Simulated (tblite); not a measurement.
# C3H7AsBN: the cost of one run

Computed with tblite 0.8.0 and PySCF 2.14.0, with density-fitted response routines of our own, on a single molecule in the gas phase. Atoms are numbered from 0 throughout.

**1. The molecule as given**

13 atoms, charge 0, multiplicity 1; geometry from: force field or distance geometry start.

Bonds of the start (Å): C0–C1 1.22, C1–C2 1.45, C2–N3 1.46, N3–B4 1.53, B4–As5 2.04, C0–H6 1.05, C2–H7 1.11, C2–H8 1.12, N3–H9 1.05, B4–H10 1.19, As5–H11 1.56, As5–H12 1.55.

**2. Optimising the geometry with GFN2-xTB**

The job: settings as JSON, then the geometry in Å.

```
{"job": {"kind": "relax", "xc": "GFN2-xTB", "basis": "xTB"}, "charge": 0, "multiplicity": 1}
C      3.333800     0.758700     0.275900
C      2.199600     0.431800    -0.025400
C      0.850400     0.017400    -0.368400
N      0.137100    -0.436700     0.817200
B     -1.257800    -0.946400     0.451500
As    -2.929900    -0.006300     1.151200
H      4.309700     1.058200     0.529900
H      0.921700    -0.791000    -1.120000
H      0.322500     0.889900    -0.824000
H      0.003500     0.372400     1.470200
H     -1.377400    -1.880800    -0.271700
H     -2.673800     1.238100     0.247000
H     -3.843800    -0.704800     0.105900
```

The run is started by

```sh
$ OMP_NUM_THREADS=1 python probes_run.py task.json out
```

This one command runs all jobs of the session in turn.

Q: Estimate the wall time and peak memory of this first job on 1 thread of Intel Xeon at 2.50GHz, shared host.

About 1.5 s, with a peak of 0.18 GiB.
